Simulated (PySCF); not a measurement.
# Cl4Ga ([GaCl4]-): the cost of one run

Programs: PySCF 2.14.0, with routines of our own; each step states its level. All values are computed. Atoms count from 0.

## (1) The system as given

5 atoms, charge -1, multiplicity 1; geometry from: GFN2-xTB.

## (2) Geometry optimisation at PBE0-D3(BJ)/def2-SVP

Job settings and geometry (Å):

```
{"job": {"xc": "PBE0", "basis": "def2-SVP", "d3": "d3bj", "grid": 1, "maxiter": 30, "shake": 0.03, "kind": "geom"}, "charge": -1, "multiplicity": 1}
Ga     0.061660    -0.077100     0.012300
Cl    -0.006700    -0.030290     2.164660
Cl     1.983470     0.003810    -0.759160
Cl    -0.931350     1.782710    -0.715340
Cl    -1.032230    -1.789610    -0.764570
```

On the command line:

```sh
$ OMP_NUM_THREADS=1 python heavy_run.py task.json out
```

This one command runs all jobs of the session in turn.

Q: Estimate the wall time and peak memory of this first job on 1 thread of Intel Xeon Platinum 8488C, shared host.

About 40 s, with a peak of 0.42 GiB.
